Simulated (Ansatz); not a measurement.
**C2H6Cl2Si: basis-set convergence**

The task here is to estimate one member of a computed series from the others.

Method: one geometry, several basis sets; program: Ansatz 0.2.0, Gaussian basis.

The runs, in order: PBE0-D4/def2-SVP; ωB97M-V/def2-SVP; PBE0-D4/def2-QZVPP; ωB97M-V/def2-QZVPP; the functionals' def2-TZVPP values are taken from earlier runs.

## The geometry

An earlier PBE0-D4 in a triple-zeta def2 set relaxation fixed the geometry.

11 atoms, charge 0, spin multiplicity 1.

Atoms are counted from 1 here; the program's logs count them from 0.

Bond lengths: C1–C2 1.510 Å, C1–H6 1.092 Å, C1–H7 1.091 Å, C1–H8 1.092 Å, C2–Si3 1.903 Å, C2–Cl4 1.792 Å, C2–Cl5 1.792 Å, Si3–H9 1.485 Å, Si3–H10 1.479 Å, Si3–H11 1.485 Å. Angles: C2–C1–H6 109.8°, C2–C1–H7 110.6°, C2–C1–H8 109.8°, H6–C1–H7 108.8°, H6–C1–H8 109.1°, H7–C1–H8 108.8°, C1–C2–Si3 114.9°, C1–C2–Cl4 109.4°, C1–C2–Cl5 109.4°, Si3–C2–Cl4 106.9°, Si3–C2–Cl5 106.9°, Cl4–C2–Cl5 109.2°, C2–Si3–H9 108.0°, C2–Si3–H10 108.8°, C2–Si3–H11 108.0°, H9–Si3–H10 111.0°, H9–Si3–H11 109.9°, H10–Si3–H11 111.0°.

Coordinates:

```xyz
11
C2H6Cl2Si
C    -1.30864    0.34033    0.46477
C    -0.05969    0.49067   -0.36960
Si    1.28146   -0.82154   -0.05063
Cl   -0.48846    0.38573   -2.10624
Cl    0.68541    2.08711   -0.04256
H    -1.05502    0.40619    1.52479
H    -2.02673    1.12662    0.22508
H    -1.76983   -0.62970    0.26814
H     1.67396   -0.73979    1.37925
H     2.43588   -0.54674   -0.93394
H     0.69686   -2.15598   -0.33836
```

Set-up of the first run:

in.yaml

```yaml
crystal:
  periodic: [false, false, false]
  atoms:
    - {symbol: C, position_ang: [-1.308638, 0.340330, 0.464766]}
    - {symbol: C, position_ang: [-0.059695, 0.490668, -0.369601]}
    - {symbol: Si, position_ang: [1.281459, -0.821538, -0.050627]}
    - {symbol: Cl, position_ang: [-0.488462, 0.385729, -2.106244]}
    - {symbol: Cl, position_ang: [0.685415, 2.087113, -0.042562]}
    - {symbol: H, position_ang: [-1.055016, 0.406188, 1.524793]}
    - {symbol: H, position_ang: [-2.026734, 1.126622, 0.225082]}
    - {symbol: H, position_ang: [-1.769833, -0.629699, 0.268138]}
    - {symbol: H, position_ang: [1.673963, -0.739792, 1.379249]}
    - {symbol: H, position_ang: [2.435882, -0.546741, -0.933938]}
    - {symbol: H, position_ang: [0.696860, -2.155982, -0.338356]}
basis:
  gaussian: {orbitals: def2-SVP}
hamiltonian: {xc: pbe0, dispersion: d4}
output: {orbitals: {seedname: orbitals}}
```

Among the steps run: PBE0-D4 in def2-SVP; ωB97M-V in def2-SVP; PBE0-D4 in def2-QZVPP; ωB97M-V in def2-QZVPP.

One table of the session follows, with a row left open; its other results are not shown here.

It belongs to the step «Density functionals: the series». 

```
functional       basis  HOMO (eV)  LUMO (eV)
   PBE0-D4    def2-SVP      -8.02       0.12
   PBE0-D4  def2-TZVPP      -8.14      -0.35
   PBE0-D4  def2-QZVPP      -8.17      -0.49
   ωB97M-V    def2-SVP     -10.20       2.23
   ωB97M-V  def2-TZVPP     -10.36       1.60
   ωB97M-V  def2-QZVPP          ?          ?
```

**Question.** Estimate the row for ωB97M-V, def2-QZVPP.

**Answer.** HOMO (eV): -10.40; LUMO (eV): 1.36. In the column «HOMO (eV)» it is the lowest.
